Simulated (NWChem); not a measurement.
# One shape, several levels: SiClF2 (SMILES F[Si](F)Cl)

Aim: a comparison of 5 runs (UHF/STO-3G, UHF/3-21G, UB3LYP/6-31G*, UTPSSh/6-311G**) of SiClF2. 

The calculation is run with NWChem 7.3.0.

### 1 Starting point

SiClF2: 4 atoms, total charge 0, spin state doublet. As SMILES, `F[Si](F)Cl`. Geometry: relaxed at PBE0-D4/def2-TZVP.

Bond lengths: F1–Si2 1.585 Å, Si2–F3 1.585 Å, Si2–Cl4 2.036 Å. Angles: F1–Si2–F3 107.0°, F1–Si2–Cl4 108.9°, F3–Si2–Cl4 108.9°.

### 2 Energy and gradient at UHF/STO-3G (run 1)

clf2si.xyz reads:

```xyz
4

F      1.308200     0.129000     0.798000
Si     0.221200    -0.316500    -0.265700
F     -0.871800    -1.157400     0.514900
Cl    -0.657600     1.344900    -1.047300
```

clf2si.nw reads:

```
start clf2si
memory 2200 mb

geometry noautosym nocenter noautoz
 load clf2si.xyz
end

basis spherical bse
 * library STO-3G
end

scf
 doublet
 uhf
 thresh 1e-08
 maxiter 80
end

task scf gradient
```

Command:

```console
$ nwchem clf2si.nw > clf2si.out
```

Standard output:

```text
[...]
  functions       =    28
[...]
  wavefunction    = UHF
[...]
         Total SCF energy =   -936.311704170084
      One electron energy =  -1739.690349171592
      Two electron energy =    585.779329332164
 Nuclear repulsion energy =    217.599315669344
                       Sz =      0.5000
                 Sz(Sz+1) =      0.7500
                      S^2 =      0.7558
[...]
                         UHF ENERGY GRADIENTS
    atom               coordinates                        gradient
                 x          y          z           x          y          z
   1 F       2.472140   0.243775   1.508001   -0.007678  -0.007223  -0.015559
   2 Si      0.418007  -0.598098  -0.502100   -0.020558   0.030248   0.020085
   3 F      -1.647463  -2.187169   0.973020    0.012851   0.004899  -0.012955
   4 Cl     -1.242684   2.541492  -1.979110    0.015385  -0.027923   0.008429
[...]
```

Wall time 1.6 s (1 thread of AMD EPYC 9R14 (Zen 4), shared host); peak memory 0.099 GiB.

### 3 Energy and gradient at UHF/3-21G (run 2)

mol.nw reads:

```
start mol
memory total 2200 mb
charge 0

geometry units angstrom noautosym nocenter noautoz
   F      1.308200     0.129000     0.798000
   Si     0.221200    -0.316500    -0.265700
   F     -0.871800    -1.157400     0.514900
   Cl    -0.657600     1.344900    -1.047300
end

basis spherical bse
   * library 3-21G
end

scf
   doublet
   uhf
   thresh 1e-08
   maxiter 80
end

task scf gradient
```

Command:

```console
$ nwchem mol.nw > mol.out
```

Standard output:

```text
[...]
  functions       =    44
[...]
  wavefunction    = UHF
[...]
         Total SCF energy =   -942.615510046936
      One electron energy =  -1742.019091564264
      Two electron energy =    581.804265847984
 Nuclear repulsion energy =    217.599315669344
                       Sz =      0.5000
                 Sz(Sz+1) =      0.7500
                      S^2 =      0.7534
[...]
                         UHF ENERGY GRADIENTS
    atom               coordinates                        gradient
                 x          y          z           x          y          z
   1 F       2.472140   0.243775   1.508001   -0.016992  -0.005660  -0.020312
   2 Si      0.418007  -0.598098  -0.502100   -0.019125   0.028128   0.018611
   3 F      -1.647463  -2.187169   0.973020    0.016743   0.014258  -0.016000
   4 Cl     -1.242684   2.541492  -1.979110    0.019374  -0.036726   0.017702
[...]
```

It took 2 s on 1 thread of AMD EPYC 9R14 (Zen 4), shared host; peak memory 0.1 GiB.

### 4 Energy and gradient at UB3LYP/6-31G(d) (spherical functions) (run 3)

clf2si.nw reads:

```
start clf2si
title "ClF2Si B3LYP"
memory 2200 mb

geometry noautosym nocenter noautoz
  F     1.308200    0.129000    0.798000
  Si    0.221200   -0.316500   -0.265700
  F    -0.871800   -1.157400    0.514900
  Cl   -0.657600    1.344900   -1.047300
end

basis spherical bse
  * library 6-31G*
end

dft
  xc b3lyp
  mult 2
  grid xfine
  convergence energy 1e-08
  maxiter 100
  mulliken
  noprint "final vectors analysis"
end

task dft gradient
```

Command:

```console
$ nwchem clf2si.nw > clf2si.out
```

Standard output:

```text
[...]
          Wavefunction type:  spin polarized.
          No. of atoms     :     4
          No. of electrons :    49
[...]
          Charge           :     0
          Spin multiplicity:     2
[...]
          AO basis - number of functions:    64
[...]
              XC Information
              --------------
                         B3LYP Method XC Potential
                     Hartree-Fock (Exact) Exchange  0.200
                        Slater Exchange Functional  0.800 local
                    Becke 1988 Exchange Functional  0.720 non-local
              Lee-Yang-Parr Correlation Functional  0.810
                  VWN I RPA Correlation Functional  0.190 local
[...]
 d= 0,ls=0.0,diis     1   -949.3830353744 -1.17D+03  1.24D-02  2.02D-01     1.5
[...]
 d= 0,ls=0.0,diis    10   -949.4765985588 -1.82D-09  6.71D-07  2.20D-09    13.0
[...]
         Total DFT energy =     -949.476598558824
      One electron energy =    -1748.637447920755
           Coulomb energy =      651.857266547104
    Exchange-Corr. energy =      -70.295732854516
 Nuclear repulsion energy =      217.599315669344
[...]
      <S2> =      0.7513 (Exact =     0.7500)
[...]
  wavefunction    = open shell
                         DFT ENERGY GRADIENTS
    atom               coordinates                        gradient
                 x          y          z           x          y          z
   1 F       2.472140   0.243775   1.508001   -0.010353  -0.004165  -0.009664
   2 Si      0.418007  -0.598098  -0.502100   -0.005333   0.006297   0.011766
   3 F      -1.647463  -2.187169   0.973020    0.010320   0.008043  -0.007033
   4 Cl     -1.242684   2.541492  -1.979110    0.005366  -0.010175   0.004931
[...]
```

It took 18 s on 1 thread of AMD EPYC 9R14 (Zen 4), shared host; peak memory 0.13 GiB.

Run 4 isn't shown in full; the table further down has it.

### 5 Energy and forces at UTPSSh/6-311G(d,p) (run 5)

clf2si.xyz, as its differences from that of step 2:

```diff
@@ -1,3 +1,3 @@
 4
-
+ClF2Si
 F      1.308200     0.129000     0.798000
```

clf2si.nw reads:

```
start clf2si
title "ClF2Si"
memory total 2200 mb

geometry units angstroms noautosym nocenter noautoz
 load clf2si.xyz
end

basis spherical bse
 * library 6-311G**
end

dft
 xc xctpssh
 mult 2
 grid xfine
 convergence energy 1e-08
 iterations 100
 mulliken
end

task dft gradient
```

Command:

```console
$ nwchem clf2si.nw > clf2si.out
```

Standard output:

```text
[...]
          Wavefunction type:  spin polarized.
          No. of atoms     :     4
          No. of electrons :    49
[...]
          Charge           :     0
          Spin multiplicity:     2
[...]
          AO basis - number of functions:    88
[...]
              XC Information
              --------------
                  TPSS hybrid Method XC Functional
                     Hartree-Fock (Exact) Exchange  0.100
                  TPSS metaGGA Exchange Functional  0.900
             TPSS03 metaGGA Correlation Functional  1.000
[...]
 d= 0,ls=0.0,diis     1   -949.4720467822 -1.17D+03  9.38D-03  3.58D-01     2.1
[...]
 d= 0,ls=0.0,diis    10   -949.5821647412 -3.34D-09  7.23D-07  3.99D-09    19.7
[...]
         Total DFT energy =     -949.582164741227
      One electron energy =    -1748.517972910175
           Coulomb energy =      651.606342209838
    Exchange-Corr. energy =      -70.269849710234
 Nuclear repulsion energy =      217.599315669344
[...]
      <S2> =      0.7515 (Exact =     0.7500)
[...]
  wavefunction    = open shell
                         DFT ENERGY GRADIENTS
    atom               coordinates                        gradient
                 x          y          z           x          y          z
   1 F       2.472140   0.243775   1.508001   -0.010978  -0.005412  -0.011502
   2 Si      0.418007  -0.598098  -0.502100   -0.004259   0.003069   0.018198
   3 F      -1.647463  -2.187169   0.973020    0.012036   0.008176  -0.008565
   4 Cl     -1.242684   2.541492  -1.979110    0.003201  -0.005832   0.001869
[...]
```

Wall time 27 s (1 thread of AMD EPYC 9R14 (Zen 4), shared host); peak memory 0.13 GiB.

### 6 All runs side by side

```csv
run,level,iteration cap,module,energy (Eh),dipole moment (D),HOMO energy (eV),LUMO energy (eV),wall time
1,UHF/STO-3G,80,scf,-936.311704,2.75,-7.68,4.14,1.6 s
2,UHF/3-21G,80,scf,-942.615510,2.42,-11.02,-0.29,2 s
3,UB3LYP/6-31G* (spherical functions),100,dft,-949.476599,1.11,–,–,18 s
4,UB3LYP/6-31G* (Cartesian functions),100,dft,-949.484483,1.10,-7.11,-3.78,19 s
5,UTPSSh/6-311G**,100,dft,-949.582165,1.25,-7.00,-4.06,27 s
```

### 7 Outcome

| quantity | value |
| --- | --- |
| run 5: total energy | -949.58216 Eh |
| run 5: dipole moment | 1.25 D |
| run 5: HOMO energy (highest over α and β) | -7.00 eV |
| run 5: LUMO energy (lowest over α and β) | -4.06 eV |
| run 5: ⟨S²⟩ | 0.751 |
| run 5: largest force on an atom | 0.974 eV/Å |

In words: The dipole moment (its size) runs from 1.10 D (UB3LYP/6-31G*) to 2.75 D (UHF/STO-3G). The two ends differ in method and basis. Totals of different functionals can't be ranked against each other. In run 1 the basis is minimal, so the values are rough. All runs together took 68 s, the longest 27 s.
